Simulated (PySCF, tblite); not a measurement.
# C₄H₇AlOSi: geometry, infrared bands and NMR shifts

Wanted: the infrared bands and NMR shifts of C₄H₇AlOSi (`C#C/C(=[CH]/[AlH2])O[SiH3]`), by calculation.

The runs use tblite 0.8.0 and PySCF 2.14.0, with density-fitted response routines of our own; the level of theory stands in each step. All values are computed, except where a source is named. Atoms are numbered from 0 throughout.

## (1) The starting structure

14 atoms, charge 0, multiplicity 1; geometry from: force field or distance geometry start.

Bonds of the start (Å): C0–C1 1.22, C1–C2 1.43, C2–C3 1.35, C3–Al4 1.97, C2–O5 1.41, O5–Si6 1.74, C0–H7 1.06, C3–H8 1.08, Al4–H9 1.60, Al4–H10 1.60, Si6–H11 1.47, Si6–H12 1.47, Si6–H13 1.47.

## (2) Geometry optimisation with GFN2-xTB

Job settings and geometry (Å):

```
{"job": {"kind": "relax", "xc": "GFN2-xTB", "basis": "xTB"}, "charge": 0, "multiplicity": 1}
C      2.441200    -0.540000     1.423600
C      1.466400    -0.126900     0.810800
C      0.327100     0.350900     0.099500
C      0.250800     1.659500    -0.219100
Al    -1.260400     2.464900    -1.189100
O     -0.726700    -0.506400    -0.288400
Si    -0.762800    -2.217900     0.046000
H      3.282500    -0.889000     1.958800
H      1.053500     2.323900     0.080100
H     -2.489200     1.557300    -1.664600
H     -1.253500     4.028800    -1.520000
H      0.395200    -2.873600    -0.572500
H     -2.005700    -2.794800    -0.488300
H     -0.719100    -2.437400     1.501100
```

Run with:

```
$ OMP_NUM_THREADS=1 python probes_run.py task.json out
```

One launch serves the whole session: the jobs run in the order shown.

**Question.** This job is followed by: GFN2-xTB harmonic vibrations, gas phase; GIAO PBE0/pcSseg-1 NMR shielding, non-relativistic, gas phase. Predict these results of the whole session: strongest single infrared mode (GFN2-xTB); zero-point energy (GFN2-xTB); 13C shifts against TMS (PBE0/pcSseg-1); 1H shifts against TMS (PBE0/pcSseg-1, means over atoms taken as alike); 27Al shifts against AlH4- (PBE0/pcSseg-1); 17O shifts against H2O (PBE0/pcSseg-1); 29Si shifts against TMS (PBE0/pcSseg-1); surface potential, 1st and 99th percentile.

As calculated:

```
                                                              quantity                         value
                             strongest single infrared mode (GFN2-xTB)         1834 cm⁻¹, 436 km/mol
                                          zero-point energy (GFN2-xTB)                 50.5 kcal/mol
                                13C shifts against TMS (PBE0/pcSseg-1)  152.6, 148.5, 95.5, 79.1 ppm
1H shifts against TMS (PBE0/pcSseg-1, means over atoms taken as alike)    7.23, 5.62, 4.95, 3.27 ppm
                             27Al shifts against AlH4- (PBE0/pcSseg-1)                     167.3 ppm
                                17O shifts against H2O (PBE0/pcSseg-1)                     125.0 ppm
                               29Si shifts against TMS (PBE0/pcSseg-1)                     -43.3 ppm
                                 surface potential, 1st and 99th percentile            -1.10 V and 2.56 V
```

In words: Relaxing lowered the energy by 0.551 eV in 75 steps; the close pair that moved most is O5–Si6, from 1.744 to 1.645 Å. The lowest mode is imaginary (270i cm⁻¹), so the xTB geometry is not a minimum. The strongest single mode, at 1834 cm⁻¹, moves mainly H10. Unscaled tight-binding wavenumbers are off by several per cent, some by more. Its intensities can rank the bands wrongly. The most deshielded carbon is C2 (alkene carbon bearing oxygen), at 152.6 ppm: an sp2 carbon further deshielded by the attached heteroatom. H8 (hydrogen on a β carbon of an enol-ether or enamine type C=C) lies farthest downfield among hydrogen, at 7.23 ppm; attached to an sp2 carbon and in the plane of the double bond. At PBE0/pcSseg-1: The widest tensor belongs to C1: span 291 ppm, with a paramagnetic part of -141 ppm. By nearest atom (PBE0/pcSseg-1), the HOMO sits on C3 35 %; C0, C2 about 16 % each and the LUMO on Al4 27 %; C2, C3 about 15 % each.
